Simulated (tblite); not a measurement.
# CH16Si6: the cost of one run

Programs: tblite 0.8.0 and PySCF 2.14.0, with density-fitted response routines of our own. Each step states its level of theory. These are calculated values for one molecule in the gas phase, unless marked as measured. Atoms count from 0, in the outputs and in this text.

## (1) Starting geometry

23 atoms, charge 0, multiplicity 1; geometry from: force field or distance geometry start.

Bonds of the start (Å): Si0–C1 1.86, C1–Si2 1.87, Si2–Si3 2.20, Si3–Si4 2.24, Si3–Si5 2.20, Si5–Si6 2.25, Si0–H7 1.46, Si0–H8 1.48, Si0–H9 1.46, C1–H10 1.11, C1–H11 1.12, Si2–H12 1.48, Si2–H13 1.48, Si3–H14 1.48, Si4–H15 1.47, Si4–H16 1.46, Si4–H17 1.46, Si5–H18 1.45, Si5–H19 1.48, Si6–H20 1.47, Si6–H21 1.47, Si6–H22 1.47.

## (2) Relaxing the molecule with GFN2-xTB

What the job is given:

```
{"job": {"kind": "relax", "xc": "GFN2-xTB", "basis": "xTB"}, "charge": 0, "multiplicity": 1}
Si    -3.605200     1.409400    -0.242500
C     -1.750000     1.236300    -0.270500
Si    -1.358200    -0.339600     0.655900
Si     0.729700    -0.996800     0.477300
Si     0.845100    -3.109400    -0.272800
Si     1.988500     0.239300    -0.835000
Si     3.291700     1.521200     0.468500
H     -4.275900     0.291100    -0.904200
H     -4.089800     1.406100     1.153200
H     -3.971400     2.679900    -0.872300
H     -1.355700     1.152000    -1.306000
H     -1.258400     2.114300     0.216900
H     -2.304900    -1.377300     0.179900
H     -1.656500    -0.186000     2.093600
H      1.309800    -1.023400     1.842100
H      2.213200    -3.410200    -0.703800
H     -0.072600    -3.263400    -1.399700
H      0.398300    -3.970000     0.823700
H      1.248300     1.035300    -1.800100
H      2.874100    -0.676700    -1.590100
H      3.814400     2.675200    -0.275200
H      2.547600     1.912300     1.669900
H      4.433000     0.707400     0.901100
```

Started as:

```sh
> OMP_NUM_THREADS=1 python probes_run.py task.json out
```

The driver reads the jobs from task.json and runs them one after another.

Q: Estimate the wall time and peak memory of this first job on 1 thread of Arm Neoverse V1, shared host.

About 3.4 s, with a peak of 0.18 GiB.
